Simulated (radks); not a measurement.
**Mo²⁺ in [Kr] 4d3 5s1: an all-electron calculation**

An exercise on one series of results from a longer session: the logs are not shown, and one member is left open.

Method: scalar-relativistic Kohn-Sham, LDA (Slater exchange, Perdew-Wang correlation), spin-unpolarised, spherical densities, finite nucleus. Code: radks (a radial shooting solver on a logarithmic mesh, Libxc functionals) version 1.

### The atom as given

| Property | Result |
| --- | --- |
| element | molybdenum (Z = 42) |
| charge | +2 |
| electrons | 40 |
| configuration | [Kr] 4d3 5s1 |
| nuclear rms radius | 4.4091 fm |

The outer shells:

Mo²⁺
```
[Kr] core
4d [↑ ][↑ ][↑ ][  ][  ]
5s [↑ ]
```

The first run:

The run's settings:

```text
Z 42
configuration [Kr] 4d3 5s1
relativity scalar-relativistic
functional lda,pw
spin unpolarised
nucleus finite rms 4.4091 fm
c 137.035999084
```

One of the session's tables, all rows but one given; the rest of the session is left out.

It belongs to the step «Orbitals and density». Sizes of the orbitals, from the radial functions (bohr):

```
level      <r>  outermost maximum (interpolated)  90 % within  nodes
   1s  0.03521                            0.0229       0.0631      0
   2s   0.1539                             0.130        0.238      1
   2p   0.1340                             0.104        0.218      0
   3s   0.4297                             0.384        0.635      2
   3p   0.4312                             0.377        0.652      1
   3d   0.4154                             0.322        0.665      0
   4s    1.097                             0.984         1.60      3
   4p    1.215                              1.06         1.80      2
   4d    1.663                              1.32         2.60      1
   5s        ?                                 ?            ?      ?
```

Estimate the missing values for 5s.

As computed: <r>: 2.830; outermost maximum (interpolated): 2.55; 90 % within: 4.07; nodes: 4. In the column «<r>» it is the highest.
